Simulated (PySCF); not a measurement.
# MoO4 ([MoO4]2-): the cost of one run

Programs: PySCF 2.14.0, with routines of our own; each step states its level. All values are computed. Atoms count from 0.

## Step 1: The starting structure

5 atoms, charge -2, multiplicity 1; geometry from: GFN2-xTB.

## Step 2: Optimising the geometry at PBE0-D3(BJ)/def2-SVP

The job: settings as JSON, then the geometry in Å.

```
{"job": {"xc": "PBE0", "basis": "def2-SVP", "d3": "d3bj", "grid": 1, "maxiter": 30, "shake": 0.03, "kind": "geom"}, "charge": -2, "multiplicity": 1}
Mo     0.060460    -0.076690     0.012920
O     -0.006610    -0.031280     1.693740
O      1.537890     0.003270    -0.602900
O     -0.708220     1.399320    -0.557740
O     -0.808670    -1.405110    -0.608150
```

Command:

```console
> OMP_NUM_THREADS=1 python heavy_run.py task.json out
```

The driver reads the jobs from task.json and runs them one after another.

**Question.** How long does this first job take on 1 thread of Arm Neoverse N1, shared host, and how much memory does it need?

About 29 s, with a peak of 0.34 GiB.
